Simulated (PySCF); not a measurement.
# C2H5BGe: the cost of one run

Computed with PySCF 2.14.0 and routines of our own; the level stands in each step. Atoms count from 0.

## 1. The system as given

9 atoms, charge 0, multiplicity 1; geometry from: GFN2-xTB.

## 2. Relaxing the molecule at PBE0-D3(BJ)/def2-SVP

What the job is given:

```
{"job": {"xc": "PBE0", "basis": "def2-SVP", "d3": "d3bj", "grid": 1, "maxiter": 30, "shake": 0.01, "kind": "geom"}, "charge": 0, "multiplicity": 1}
B     -1.551150     1.021130     0.114630
Ge    -0.550010    -0.663120    -0.120720
C      1.304180    -0.360730     0.082970
C      2.526710    -0.120850     0.244870
H     -1.342730     1.954580    -0.586660
H     -2.402520     1.170950     0.921030
H     -0.820800    -1.798750     0.824760
H     -0.625390    -1.292390    -1.483960
H      3.519510     0.072020     0.396590
```

Command:

```console
OMP_NUM_THREADS=1 python heavy_run.py task.json out
```

The driver reads the jobs from task.json and runs them one after another.

**Question.** How long does this first job take on 1 thread of AMD EPYC 7B13, shared host, and how much memory does it need?

About 25 s, with a peak of 0.41 GiB.
